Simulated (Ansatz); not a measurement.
# CH₄F₂O₂Sn: how energies converge with the basis set

The task here is to estimate one member of a computed series from the others.

Computed with Ansatz 0.2.0, Gaussian basis. Level: one geometry, several basis sets.

Plan: PBE0-D4/def2-SVP; ωB97M-V/def2-SVP; PBE0-D4/def2-QZVPP; ωB97M-V/def2-QZVPP; the functionals' def2-TZVPP values are taken from earlier runs.

### Structure used throughout

An earlier PBE0-D4 in a triple-zeta def2 set relaxation fixed the geometry. Sn takes the def2 core potential; no spin-orbit term is included.

SMILES `C[O][Sn]([OH])([F])[F]`, 10 atoms, charge 0, spin multiplicity 1.

Atoms are counted from 1 here; the program's logs count them from 0.

Bond lengths: C1–O2 1.420 Å, C1–H7 1.092 Å, C1–H8 1.095 Å, C1–H9 1.095 Å, O2–Sn3 1.920 Å, Sn3–O4 1.931 Å, Sn3–F5 1.902 Å, Sn3–F6 1.890 Å, O4–H10 0.962 Å. Angles: O2–C1–H7 106.8°, O2–C1–H8 111.8°, O2–C1–H9 112.2°, H7–C1–H8 108.4°, H7–C1–H9 108.4°, H8–C1–H9 109.0°, C1–O2–Sn3 120.8°, O2–Sn3–O4 112.3°, O2–Sn3–F5 112.5°, O2–Sn3–F6 106.9°, O4–Sn3–F5 107.7°, O4–Sn3–F6 111.8°, F5–Sn3–F6 105.5°, Sn3–O4–H10 112.9°.

The first run:

in.yaml reads:

```yaml
crystal:
  periodic: [false, false, false]
  atoms:
    - {symbol: C, position_ang: [-0.221377, -1.747878, 0.213839]}
    - {symbol: O, position_ang: [-0.437262, -0.567080, 0.972632]}
    - {symbol: Sn, position_ang: [-0.145828, 1.165053, 0.197914]}
    - {symbol: O, position_ang: [1.600525, 1.320797, -0.610311]}
    - {symbol: F, position_ang: [-1.437463, 1.593098, -1.131453]}
    - {symbol: F, position_ang: [-0.398146, 2.433919, 1.575782]}
    - {symbol: H, position_ang: [-0.359752, -2.589842, 0.894606]}
    - {symbol: H, position_ang: [-0.942263, -1.842793, -0.604627]}
    - {symbol: H, position_ang: [0.792608, -1.797302, -0.195913]}
    - {symbol: H, position_ang: [1.632160, 1.980825, -1.309573]}
basis:
  gaussian: {orbitals: def2-SVP}
hamiltonian: {xc: pbe0, dispersion: d4}
output: {orbitals: {seedname: orbitals}}
```

Among the steps run: PBE0-D4 in def2-SVP; ωB97M-V in def2-SVP; PBE0-D4 in def2-QZVPP; ωB97M-V in def2-QZVPP.

One table of the session follows, with a row left open; its other results are not shown here.

It belongs to the step «Density functionals: the series». 

| functional | basis | HOMO (eV) | LUMO (eV) |
| --- | --- | --- | --- |
| PBE0-D4 | def2-SVP | -8.69 | -2.17 |
| PBE0-D4 | def2-TZVPP | -8.85 | -2.40 |
| PBE0-D4 | def2-QZVPP | -8.88 | -2.46 |
| ωB97M-V | def2-SVP | ? | ? |
| ωB97M-V | def2-TZVPP | -11.28 | -0.33 |
| ωB97M-V | def2-QZVPP | -11.31 | -0.47 |

Estimate the missing values for ωB97M-V, def2-SVP.

As computed: HOMO (eV): -11.10; LUMO (eV): -0.03. In the column «HOMO (eV)» it lies between ωB97M-V, def2-TZVPP (-11.28) and PBE0-D4, def2-QZVPP (-8.88).
